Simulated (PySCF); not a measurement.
# CH4BrFGe: core binding energies at several levels of theory

Aim: compute the core binding energies of CH4BrFGe (`F[CH2][GeH2][Br]`) at several levels, and see how far they spread and what each costs.

Computed with PySCF 2.14.0, with density-fitted response routines of our own, on a single molecule in the gas phase. Atoms are numbered from 0 throughout.

### Step 1. The starting structure

8 atoms, charge 0, multiplicity 1; geometry from: PBE0-D3(BJ)/def2-SVP.

Bonds of the start (Å): F0–C1 1.38, C1–Ge2 1.97, Ge2–Br3 2.31, C1–H4 1.10, C1–H5 1.10, Ge2–H6 1.54, Ge2–H7 1.53.

### Step 2. X-ray photoelectron lines: SCAN, X2C

What the job is given:

```
{"job": {"kind": "xps"}, "charge": 0, "multiplicity": 1}
F     -1.716256    -1.037633     0.298429
C     -0.986220    -0.072694    -0.354956
Ge     0.836621    -0.052568     0.381903
Br     1.923388     1.678649    -0.702132
H     -0.955211    -0.293361    -1.434957
H     -1.458085     0.913987    -0.216252
H      1.597393    -1.350070     0.075069
H      0.834863     0.260108     1.884515
```

With the program's defaults for keys left out, this is: delta-SCF UKS SCAN, pcX-2 on the ionised atom, pcseg-1 elsewhere, spin-free X2C.

Run with:

```console
> OMP_NUM_THREADS=1 python probes_run.py task.json out
```

One launch serves the whole session: the jobs run in the order shown.

Standard output:

```text
ground state, core basis on atom 0 (F), 133 functions
  cycle   1  E = -4833.01713876  |g| = 5.52e-01
  cycle   2  E = -4832.91654792  |g| = 9.76e-01
  cycle   3  E = -4833.06770986  |g| = 8.74e-02
  cycle   4  E = -4833.06883209  |g| = 3.61e-02
  cycle   5  E = -4833.06918057  |g| = 9.46e-03
  cycle   6  E = -4833.06921869  |g| = 1.70e-03
  cycle   7  E = -4833.06921625  |g| = 5.80e-04
  cycle   8  E = -4833.06921771  |g| = 1.97e-04
  E(ground) = -4833.34694654 Eh
hole in F 1s of atom 0
  cycle   1  E = -4806.70943038  |g| = 2.58e+00
  cycle   2  E = -4804.82352258  |g| = 2.59e+00
  cycle   3  E = -4806.70302315  |g| = 1.14e+00
  cycle   4  E = -4807.57551106  |g| = 2.88e-01
  cycle   5  E = -4807.59874734  |g| = 1.11e-01
  cycle   6  E = -4807.60384060  |g| = 1.96e-02
  cycle   7  E = -4807.60405928  |g| = 4.79e-03
  cycle   8  E = -4807.60407914  |g| = 1.35e-03
  cycle   9  E = -4807.60408107  |g| = 8.54e-04
  cycle  10  E = -4807.60408033  |g| = 1.33e-04
  E(ion) = -4807.88649785 Eh   <S^2> = 0.7573   hole on atom = 1.000   binding energy = 692.814 eV
ground state, core basis on atom 1 (C), 133 functions
  cycle   1  E = -4833.02787380  |g| = 8.37e-02
  cycle   2  E = -4833.02659537  |g| = 1.09e-01
  cycle   3  E = -4833.02839714  |g| = 2.19e-02
  cycle   4  E = -4833.02846956  |g| = 5.22e-03
  cycle   5  E = -4833.02847779  |g| = 7.85e-04
  cycle   6  E = -4833.02847646  |g| = 1.03e-04
  E(ground) = -4833.30351595 Eh
hole in C 1s of atom 1
  cycle   1  E = -4821.69128437  |g| = 1.50e+00
  cycle   2  E = -4818.14950036  |g| = 2.66e+00
  cycle   3  E = -4821.62380077  |g| = 1.13e+00
  cycle   4  E = -4822.16970278  |g| = 4.89e-01
  cycle   5  E = -4822.24093412  |g| = 2.17e-01
  cycle   6  E = -4822.25764325  |g| = 6.81e-02
  cycle   7  E = -4822.26058177  |g| = 1.49e-02
  cycle   8  E = -4822.26074139  |g| = 4.69e-03
  cycle   9  E = -4822.26076080  |g| = 1.73e-03
  cycle  10  E = -4822.26076254  |g| = 6.60e-04
  cycle  11  E = -4822.26076415  |g| = 2.64e-04
  E(ion) = -4822.53547660 Eh   <S^2> = 0.7730   hole on atom = 1.000   binding energy = 293.013 eV
```

Wall time 9.2 s (1 thread of Arm Neoverse V1, shared host); peak memory 0.39 GiB.

The holes in one table. −ε is the ground-state orbital energy:

```csv
hole,stands for,environment,ΔSCF (eV),−ε (eV),⟨S²⟩
F1s on F0,F0,fluorine on an sp3 carbon,692.81,666.9,0.757
C1s on C1,C1,sp3 CH2 bonded to F and Ge,293.01,276.1,0.773
```

### Step 3. Core-electron binding energies: B3LYP, X2C

Settings changed since step 2:

```diff
@@ -1,2 +1,2 @@
-{"job": {"kind": "xps"}, "charge": 0, "multiplicity": 1}
+{"job": {"kind": "xps", "xc": "B3LYP"}, "charge": 0, "multiplicity": 1}
 F     -1.716256    -1.037633     0.298429
```

Level: delta-SCF UKS B3LYP, pcX-2 on the ionised atom, pcseg-1 elsewhere, spin-free X2C.

Standard output:

```text
ground state, core basis on atom 0 (F), 133 functions
  cycle   1  E = -4833.19961088  |g| = 5.29e-01
  cycle   2  E = -4833.13464488  |g| = 8.34e-01
  cycle   3  E = -4833.25106644  |g| = 6.45e-02
  cycle   4  E = -4833.25171089  |g| = 2.61e-02
  cycle   5  E = -4833.25188950  |g| = 4.99e-03
  cycle   6  E = -4833.25189667  |g| = 8.99e-04
  cycle   7  E = -4833.25189332  |g| = 1.57e-04
  E(ground) = -4833.25996632 Eh
hole in F 1s of atom 0
  cycle   1  E = -4806.90215015  |g| = 2.60e+00
  cycle   2  E = -4805.32807132  |g| = 2.58e+00
  cycle   3  E = -4807.16242594  |g| = 9.95e-01
  cycle   4  E = -4807.77476621  |g| = 2.83e-01
  cycle   5  E = -4807.80107997  |g| = 8.25e-02
  cycle   6  E = -4807.80369111  |g| = 1.65e-02
  cycle   7  E = -4807.80385429  |g| = 3.15e-03
  cycle   8  E = -4807.80385927  |g| = 5.57e-04
  cycle   9  E = -4807.80386087  |g| = 1.82e-04
  E(ion) = -4807.81193126 Eh   <S^2> = 0.7549   hole on atom = 1.000   binding energy = 692.476 eV
ground state, core basis on atom 1 (C), 133 functions
  cycle   1  E = -4833.20451464  |g| = 6.36e-02
  cycle   2  E = -4833.20386995  |g| = 7.94e-02
  cycle   3  E = -4833.20490938  |g| = 1.19e-02
  cycle   4  E = -4833.20493388  |g| = 1.42e-03
  cycle   5  E = -4833.20493342  |g| = 3.21e-04
  E(ground) = -4833.21273984 Eh
hole in C 1s of atom 1
  cycle   1  E = -4821.87215706  |g| = 1.51e+00
  cycle   2  E = -4818.60400791  |g| = 2.60e+00
  cycle   3  E = -4822.03476875  |g| = 9.00e-01
  cycle   4  E = -4822.37410672  |g| = 4.09e-01
  cycle   5  E = -4822.42888717  |g| = 1.45e-01
  cycle   6  E = -4822.43555502  |g| = 3.94e-02
  cycle   7  E = -4822.43642420  |g| = 9.86e-03
  cycle   8  E = -4822.43649639  |g| = 2.48e-03
  cycle   9  E = -4822.43650075  |g| = 7.39e-04
  cycle  10  E = -4822.43650305  |g| = 2.51e-04
  E(ion) = -4822.44439539 Eh   <S^2> = 0.7620   hole on atom = 1.000   binding energy = 293.022 eV
```

Wall time 16 s (1 thread of Arm Neoverse V1, shared host); peak memory 0.53 GiB.

Binding energies by hole, beside the orbital energy of the ground state; the difference holds orbital relaxation and, for a density functional, its self-interaction error:

```csv
hole,stands for,environment,ΔSCF (eV),−ε (eV),⟨S²⟩
F1s on F0,F0,fluorine on an sp3 carbon,692.48,672.3,0.755
C1s on C1,C1,sp3 CH2 bonded to F and Ge,293.02,279.5,0.762
```

### Step 4. Core holes by ΔSCF: PBE0, X2C

Settings changed since step 3:

```diff
@@ -1,2 +1,2 @@
-{"job": {"kind": "xps", "xc": "B3LYP"}, "charge": 0, "multiplicity": 1}
+{"job": {"kind": "xps", "xc": "PBE0"}, "charge": 0, "multiplicity": 1}
 F     -1.716256    -1.037633     0.298429
```

Level: delta-SCF UKS PBE0, pcX-2 on the ionised atom, pcseg-1 elsewhere, spin-free X2C.

Standard output:

```text
ground state, core basis on atom 0 (F), 133 functions
  cycle   1  E = -4832.41161910  |g| = 4.93e-01
  cycle   2  E = -4832.36976444  |g| = 7.22e-01
  cycle   3  E = -4832.45776157  |g| = 5.37e-02
  cycle   4  E = -4832.45821159  |g| = 2.20e-02
  cycle   5  E = -4832.45833765  |g| = 4.15e-03
  cycle   6  E = -4832.45834349  |g| = 7.26e-04
  cycle   7  E = -4832.45834298  |g| = 1.56e-04
  E(ground) = -4832.46484438 Eh
hole in F 1s of atom 0
  cycle   1  E = -4806.12646875  |g| = 2.59e+00
  cycle   2  E = -4805.08179622  |g| = 2.43e+00
  cycle   3  E = -4806.62749723  |g| = 8.02e-01
  cycle   4  E = -4806.99444998  |g| = 2.80e-01
  cycle   5  E = -4807.02917855  |g| = 6.40e-02
  cycle   6  E = -4807.03082090  |g| = 1.60e-02
  cycle   7  E = -4807.03098723  |g| = 3.88e-03
  cycle   8  E = -4807.03099786  |g| = 1.41e-03
  cycle   9  E = -4807.03099842  |g| = 3.17e-04
  E(ion) = -4807.03748842 Eh   <S^2> = 0.7556   hole on atom = 1.000   binding energy = 691.914 eV
ground state, core basis on atom 1 (C), 133 functions
  cycle   1  E = -4832.41099799  |g| = 8.42e-02
  cycle   2  E = -4832.41023632  |g| = 9.27e-02
  cycle   3  E = -4832.41159136  |g| = 1.71e-02
  cycle   4  E = -4832.41163746  |g| = 8.39e-04
  cycle   5  E = -4832.41163892  |g| = 9.86e-05
  E(ground) = -4832.41788766 Eh
hole in C 1s of atom 1
  cycle   1  E = -4821.09929834  |g| = 1.51e+00
  cycle   2  E = -4818.07910079  |g| = 2.48e+00
  cycle   3  E = -4821.28442882  |g| = 8.70e-01
  cycle   4  E = -4821.60696059  |g| = 3.75e-01
  cycle   5  E = -4821.65619264  |g| = 1.33e-01
  cycle   6  E = -4821.66187774  |g| = 3.14e-02
  cycle   7  E = -4821.66242610  |g| = 9.14e-03
  cycle   8  E = -4821.66248604  |g| = 2.40e-03
  cycle   9  E = -4821.66249007  |g| = 8.79e-04
  cycle  10  E = -4821.66249375  |g| = 2.76e-04
  E(ion) = -4821.66883245 Eh   <S^2> = 0.7661   hole on atom = 1.000   binding energy = 292.497 eV
```

Wall time 16 s (1 thread of Arm Neoverse V1, shared host); peak memory 0.52 GiB.

Binding energies by hole, beside the orbital energy of the ground state; the difference holds orbital relaxation and, for a density functional, its self-interaction error:

```csv
hole,stands for,environment,ΔSCF (eV),−ε (eV),⟨S²⟩
F1s on F0,F0,fluorine on an sp3 carbon,691.91,674.7,0.756
C1s on C1,C1,sp3 CH2 bonded to F and Ge,292.50,280.9,0.766
```

### Step 5. Core holes by ΔSCF: PBE, X2C

Settings changed since step 4:

```diff
@@ -1,2 +1,2 @@
-{"job": {"kind": "xps", "xc": "PBE0"}, "charge": 0, "multiplicity": 1}
+{"job": {"kind": "xps", "xc": "PBE"}, "charge": 0, "multiplicity": 1}
 F     -1.716256    -1.037633     0.298429
```

Method: delta-SCF UKS PBE, pcX-2 on the ionised atom, pcseg-1 elsewhere, spin-free X2C.

Standard output:

```text
ground state, core basis on atom 0 (F), 133 functions
  cycle   1  E = -4832.27688852  |g| = 5.15e-01
  cycle   2  E = -4832.15734073  |g| = 9.83e-01
  cycle   3  E = -4832.32485044  |g| = 1.02e-01
  cycle   4  E = -4832.32649440  |g| = 4.14e-02
  cycle   5  E = -4832.32693490  |g| = 9.99e-03
  cycle   6  E = -4832.32696265  |g| = 1.89e-03
  cycle   7  E = -4832.32696999  |g| = 3.32e-04
  E(ground) = -4832.33591553 Eh
hole in F 1s of atom 0
  cycle   1  E = -4806.00021221  |g| = 2.61e+00
  cycle   2  E = -4803.83717257  |g| = 2.81e+00
  cycle   3  E = -4805.87713299  |g| = 1.22e+00
  cycle   4  E = -4806.84924735  |g| = 3.88e-01
  cycle   5  E = -4806.90090885  |g| = 1.32e-01
  cycle   6  E = -4806.90781658  |g| = 3.01e-02
  cycle   7  E = -4806.90839475  |g| = 4.51e-03
  cycle   8  E = -4806.90840073  |g| = 1.33e-03
  cycle   9  E = -4806.90840773  |g| = 6.77e-04
  cycle  10  E = -4806.90840414  |g| = 6.88e-05
  E(ion) = -4806.91735640 Eh   <S^2> = 0.7546   hole on atom = 1.000   binding energy = 691.674 eV
ground state, core basis on atom 1 (C), 133 functions
  cycle   1  E = -4832.27958664  |g| = 9.08e-02
  cycle   2  E = -4832.27786470  |g| = 1.15e-01
  cycle   3  E = -4832.27993385  |g| = 3.51e-02
  cycle   4  E = -4832.28014628  |g| = 2.48e-03
  cycle   5  E = -4832.28014840  |g| = 7.41e-04
  cycle   6  E = -4832.28014880  |g| = 1.25e-04
  E(ground) = -4832.28877991 Eh
hole in C 1s of atom 1
  cycle   1  E = -4820.98402023  |g| = 1.52e+00
  cycle   2  E = -4816.88779438  |g| = 2.90e+00
  cycle   3  E = -4820.77032242  |g| = 1.26e+00
  cycle   4  E = -4821.43838830  |g| = 5.47e-01
  cycle   5  E = -4821.51314516  |g| = 2.76e-01
  cycle   6  E = -4821.54355551  |g| = 8.77e-02
  cycle   7  E = -4821.54849941  |g| = 1.58e-02
  cycle   8  E = -4821.54867245  |g| = 3.83e-03
  cycle   9  E = -4821.54867528  |g| = 7.07e-04
  cycle  10  E = -4821.54867620  |g| = 2.01e-04
  E(ion) = -4821.55744320 Eh   <S^2> = 0.7629   hole on atom = 1.000   binding energy = 292.015 eV
```

Run time: 6.4 s. Hardware: 1 thread of Arm Neoverse V1, shared host; peak memory 0.39 GiB.

The holes in one table. −ε is the ground-state orbital energy:

```csv
hole,stands for,environment,ΔSCF (eV),−ε (eV),⟨S²⟩
F1s on F0,F0,fluorine on an sp3 carbon,691.67,660.7,0.755
C1s on C1,C1,sp3 CH2 bonded to F and Ge,292.01,271.5,0.763
```

[end of part 1 of 2]
